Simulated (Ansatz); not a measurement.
# Ca3Bi8Pt4: further runs on the relaxed cell

The task here is to estimate one member of a computed series from the others.

Program: Ansatz 0.2.0. Level of theory: DFT PBE, scalar-relativistic, plane waves, PAW. These are calculated values, not measurements.

### Starting point

The structure is orthorhombic, space group Pbam (No. 55). Conventional cell: a = 11.023 Å, b = 17.205 Å, c = 4.232 Å, α = 90.00°, β = 90.00°, γ = 90.00°. Around Ca (site symmetry m) lie 4 Pt at 3.07 to 3.21 Å and 6 Bi at 3.40 to 3.50 Å. Ca (site symmetry 2/m) has 2 Pt at 3.13 Å and 8 Bi at 3.37 to 3.44 Å in its first shell of neighbours. Pt (site symmetry m) has 6 Bi at 2.84 to 3.08 Å and 1 Pt at 2.93 Å and 2 Ca at 3.07 Å in its first shell of neighbours. Around Pt (site symmetry m) lie 6 Bi at 2.89 to 2.95 Å and 3 Ca at 3.13 to 3.21 Å. Around Bi (site symmetry m) lie 3 Pt at 2.89 to 2.90 Å. Around Bi (site symmetry m) lie 3 Pt at 2.84 to 2.95 Å. Bi (site symmetry m) has 2 Pt at 2.94 Å and 3 Bi at 3.34 to 3.45 Å and 2 Ca at 3.44 Å in its first shell of neighbours. Bi (site symmetry m) is surrounded by 4 Pt at 2.95 to 3.08 Å and 1 Bi at 3.14 Å.

As a file:

```xyz
30
Lattice="11.0229 0.0000 0.0000 0.0000 17.2052 0.0000 0.0000 0.0000 4.2317" Properties=species:S:1:pos:R:3 pbc="T T T"
Ca    4.0283    3.3801    0.0000
Ca    6.9947   13.8251    0.0000
Ca    9.5397    5.2225    0.0000
Ca    1.4832   11.9827    0.0000
Ca    0.0000    0.0000    0.0000
Ca    5.5115    8.6026    0.0000
Pt    5.0135    1.3794    2.1159
Pt    6.0094   15.8257    2.1159
Pt   10.5250    7.2232    2.1159
Pt    0.4979    9.9820    2.1159
Pt    0.8365    3.0182    0.0000
Pt   10.1864   14.1869    0.0000
Pt    6.3480    5.5843    0.0000
Pt    4.6749   11.6208    0.0000
Bi    1.2734    4.9315    2.1159
Bi    9.7495   12.2737    2.1159
Bi    6.7849    3.6711    2.1159
Bi    4.2381   13.5340    2.1159
Bi    2.1763    1.4609    2.1159
Bi    8.8467   15.7442    2.1159
Bi    7.6877    7.1416    2.1159
Bi    3.3352   10.0635    2.1159
Bi    4.3860    6.1411    2.1159
Bi    6.6369   11.0640    2.1159
Bi    9.8975    2.4614    2.1159
Bi    1.1255   14.7437    2.1159
Bi    1.4217    7.9389    0.0000
Bi    9.6012    9.2662    0.0000
Bi    6.9332    0.6637    0.0000
Bi    4.0897   16.5415    0.0000
```

It is the result of an earlier relaxation at this level (volume 26.75 Å³/atom; gap on the mesh: none (metal)).

Set-up of the first run:

The input, input.yaml:

```yaml
crystal:
  lattice:
    - [11.0229325136, 0.0, 0.0]
    - [0.0, 17.2051509617, 0.0]
    - [0.0, 0.0, 4.2317428261]
  atoms:
    - { symbol: Ca, position: [0.3654446826, 0.1964585016, 0.0] }
    - { symbol: Ca, position: [0.6345553174, 0.8035414984, 0.0] }
    - { symbol: Ca, position: [0.8654446826, 0.3035414984, 0.0] }
    - { symbol: Ca, position: [0.1345553174, 0.6964585016, 0.0] }
    - { symbol: Ca, position: [0.0, 0.0, 0.0] }
    - { symbol: Ca, position: [0.5, 0.5, 0.0] }
    - { symbol: Pt, position: [0.4548270022, 0.0801742188, 0.5] }
    - { symbol: Pt, position: [0.5451729978, 0.9198257812, 0.5] }
    - { symbol: Pt, position: [0.9548270022, 0.4198257812, 0.5] }
    - { symbol: Pt, position: [0.0451729978, 0.5801742188, 0.5] }
    - { symbol: Pt, position: [0.0758915934, 0.1754259918, 0.0] }
    - { symbol: Pt, position: [0.9241084066, 0.8245740082, 0.0] }
    - { symbol: Pt, position: [0.5758915934, 0.3245740082, 0.0] }
    - { symbol: Pt, position: [0.4241084066, 0.6754259918, 0.0] }
    - { symbol: Bi, position: [0.1155235967, 0.2866275171, 0.5] }
    - { symbol: Bi, position: [0.8844764033, 0.7133724829, 0.5] }
    - { symbol: Bi, position: [0.6155235967, 0.2133724829, 0.5] }
    - { symbol: Bi, position: [0.3844764033, 0.7866275171, 0.5] }
    - { symbol: Bi, position: [0.1974314483, 0.0849130009, 0.5] }
    - { symbol: Bi, position: [0.8025685517, 0.9150869991, 0.5] }
    - { symbol: Bi, position: [0.6974314483, 0.4150869991, 0.5] }
    - { symbol: Bi, position: [0.3025685517, 0.5849130009, 0.5] }
    - { symbol: Bi, position: [0.3978981215, 0.3569366558, 0.5] }
    - { symbol: Bi, position: [0.6021018785, 0.6430633442, 0.5] }
    - { symbol: Bi, position: [0.8978981215, 0.1430633442, 0.5] }
    - { symbol: Bi, position: [0.1021018785, 0.8569366558, 0.5] }
    - { symbol: Bi, position: [0.1289784096, 0.4614267581, 0.0] }
    - { symbol: Bi, position: [0.8710215904, 0.5385732419, 0.0] }
    - { symbol: Bi, position: [0.6289784096, 0.0385732419, 0.0] }
    - { symbol: Bi, position: [0.3710215904, 0.9614267581, 0.0] }
basis:
  ecutwfc: 420
kpoints:
  mp_grid: { grid: [4, 2, 8] }
hamiltonian:
  xc: pbesol
scf:
  occupations: { method: gaussian, width: 0.1 }
output:
  forces: true
  stress: true
  eigenvalues: true
relax:
  adjacent_minimum: "off"
  f_tol: 0.005
  max_steps: 50
  cell: { stress_tol: 0.05 }
```

Run with:

```console
> ansatz run input.yaml --threads 8 --pin off --max-ram 22528MiB --backend cpu --events-out ev --progress --plain --runs-dir out
```

Among the steps run: Relaxing with PBEsol; The cell under PBE+D3(BJ); Relaxing with LDA; The cell under r2SCAN.

One table of the session follows, with a row left open; its other results are not shown here.

It belongs to the step «One structure, several functionals». 

```
functional   a (Å)   b (Å)  c (Å)  volume (Å³/atom)
       PBE  11.023  17.205  4.232             26.75
    PBEsol  10.800  16.969  4.159             25.41
PBE+D3(BJ)  10.755  16.968  4.166             25.34
       LDA       ?       ?      ?                 ?
    r2SCAN  10.987  17.144  4.185             26.28
```

Estimate the missing values for LDA.

**Answer.** a (Å): 10.686; b (Å): 16.817; c (Å): 4.120; volume (Å³/atom): 24.68. In the column «a (Å)» it is the lowest.
